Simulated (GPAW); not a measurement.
The system is GaSn.

```
Ga Sn
1.0
     0.00000    2.90288    3.09822
     2.72925    0.00000    3.09822
     2.72925    2.90288    0.00000
Ga Sn
1 1
Cartesian
  2.7293 2.9029 3.0982
  0.0000 0.0000 0.0000
```

The cell was built by a generator and needn't be a form met in nature.

```yaml
Program: GPAW 26.7.0
Task: relaxation of cell and atoms
Functional: LDA
Potentials_or_basis: the program's PAW data sets (release 1.2.1) made for this functional
Cutoff: 600 eV
Basis: pw
k_mesh: 8 × 8 × 8
Occupations: fermi-dirac, width 0.05 eV
Spin: no spin polarisation
```

At the start: pressure -3.5 GPa; volume 24.55 Å³/atom.

Problem. Where does the relaxation end?

Solution. Over 8 steps the energy falls by 84.9 meV/atom and the volume is 22.33 Å³/atom (-9.0 %); space group Fm-3m (No. 225, to 0.05 Å).

The path:
```csv
step,energy change (eV),largest force (eV/Å),pressure (GPa),volume (Å³)
1,0.0000,0.0000,-3.47,49.09
2,-0.0251,0.0000,-3.15,48.54
3,-0.1530,0.0000,2.92,42.84
4,-0.1644,0.0000,0.47,44.37
5,-0.1667,0.0000,0.83,44.11
6,-0.1681,0.0000,0.73,44.18
7,-0.1695,0.0000,0.25,44.51
8,-0.1697,0.0000,0.03,44.66
```

Final structure:
```
CELL_PARAMETERS angstrom
0.00000 2.81400 2.81631
2.81756 0.00000 2.81631
2.81756 2.81400 0.00000
ATOMIC_POSITIONS crystal
Ga 0.50000 0.50000 0.50000
Sn 0.00000 0.00000 0.00000
```

Caveat: later steps reuse the first step's grids.
